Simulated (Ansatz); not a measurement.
# ZrC: a short molecular-dynamics run

What does ZrC do over 8 steps of 1.5 fs under a Langevin thermostat at 2000 K? The cell is a randomly packed cell of 12 atoms, taken as it stands, without a relaxation.

All numbers below are computed with Ansatz 0.2.0 (DFT PBE, plane waves, PAW, scalar-relativistic, no spin polarisation).

## 1. Starting point

The cell holds 12 atoms (C6Zr6): a = 5.420 Å, b = 5.907 Å, c = 5.276 Å, α = 93.35°, β = 84.90°, γ = 99.81°.

Coordinates:

```xyz
12
Lattice="5.3650 -0.3665 -0.6753 -0.6810 5.8460 -0.5074 1.1398 0.2681 5.1444" Properties=species:S:1:pos:R:3 pbc="T T T"
Zr    6.1322    0.6778    3.2943
Zr    2.3478    5.2606    2.1684
Zr    4.3686    1.4822    1.1934
Zr    0.0801    4.2745    0.7512
Zr    5.0550    3.6888    2.8849
Zr    3.5360    1.7101    4.2819
C     2.9958    3.0778    2.0861
C     3.2480    3.2672    0.2284
C     0.6854    0.6796    0.8549
C     1.9604    4.0878   -0.5446
C     2.8996    5.5147   -0.4736
C     1.7329    3.1133    4.1848
```

## 2. The run

Contents of input.yaml:

```yaml
crystal:
  lattice:
    - [5.365041, -0.366536, -0.675317]
    - [-0.680964, 5.84603, -0.507363]
    - [1.139782, 0.268081, 5.144435]
  atoms:
    - { symbol: Zr, position: [0.994294, 0.142289, 0.784921] }
    - { symbol: Zr, position: [0.431501, 0.900916, 0.567003] }
    - { symbol: Zr, position: [0.773662, 0.285455, 0.36169] }
    - { symbol: Zr, position: [0.059054, 0.724558, 0.225231] }
    - { symbol: Zr, position: [0.867913, 0.651524, 0.738972] }
    - { symbol: Zr, position: [0.49817, 0.281317, 0.925479] }
    - { symbol: C, position: [0.514549, 0.534629, 0.52577] }
    - { symbol: C, position: [0.640682, 0.590477, 0.186735] }
    - { symbol: C, position: [0.101678, 0.113873, 0.190762] }
    - { symbol: C, position: [0.45227, 0.726447, 0.025149] }
    - { symbol: C, position: [0.645827, 0.979715, 0.089339] }
    - { symbol: C, position: [0.198096, 0.504197, 0.88919] }
kpoints:
  mp_grid: { grid: [3, 2, 4] }
magnetization:
  spin_polarized: false
scf:
  occupations: { method: fermi_dirac, width: 0.1 }
  max_iter: 75
hamiltonian:
  pseudopotentials: { kind: paw }
  xc: pbe
basis:
  ecutwfc: 420
md:
  timestep: 1.5
  n_steps: 8
  ensemble: nvt_langevin
  temperature: 2000.0
  initial_velocities: maxwell_boltzmann
  seed: 784459
```

Command:

```sh
$ ansatz run input.yaml --threads 2 --pin off --max-ram 2560MiB --backend cpu --events-out ev --progress --plain --runs-dir out
```

What does the calculation give? Wanted: temperature, first and last step; temperature, second half; potential energy, second half; mean square displacement, second half.

**Answer**, as computed:

```
                             quantity                             value
                               length                 8 steps of 1.5 fs
     temperature, first and last step                   1833 and 2472 K
             temperature, second half  mean 2288 K, from 2182 to 2472 K
        potential energy, second half       -89 meV/atom from the start
mean square displacement, second half              C 0.040, Zr 0.004 Å²
```

**Reading.** Against a set 2000 K the second half averages 2288 K, going from 2192 to 2472 K over that half. Over the second half C atoms stand 0.2 Å (root mean square) from where they began, and the farthest move is 0.4 Å. Settings off the usual here: kpoints.mp_grid.grid, scf.max_iter; they were drawn at random, not all are sound, and the numbers needn't be the system's own. 12 fs on 12 atoms is far too short and small for converged averages. The k-mesh is coarse.
